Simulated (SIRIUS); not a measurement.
In3As in SIRIUS: the effect of functional

Crystal: In3As.

```xyz
4
Lattice="4.6717 0.0000 0.0000 0.0000 4.6717 0.0000 0.0000 0.0000 4.6717" Properties=species:S:1:pos:R:3 pbc="T T T"
In    2.3358    2.3358    0.0000
In    2.3358    0.0000    2.3358
In    0.0000    2.3358    2.3358
As    0.0000    0.0000    0.0000
```

The cell comes from a database or a generator and needn't be the stable form of this composition.

Alike in all runs:

```yaml
Program: SIRIUS 7.10.0
Task: single point
Potentials_or_basis: PseudoDojo 0.4.1 PBE standard (scalar relativistic)
Cutoff: 1152 eV
Density_cutoff: 4606 eV
k_mesh: 3 × 3 × 3
Occupations: fermi-dirac, width 0.05 eV
Spin: no spin polarisation
```

```tsv
functional	pressure (GPa)
LDA	-3.8
PBE	0.6
PBEsol	-2.4
RPBE	2.1
revPBE	1.7
BLYP	?
PW91	0.6
AM05	-2.3
xPBE	1.4
rPW86PBE	4.2
LDA-VWN	-3.8
```

Task: What does the run with functional BLYP give?

Result: Pressure 5.2 GPa.

Caveats: all runs use coarse meshes; the potentials were made for another functional, which shifts forces and pressure (some runs).
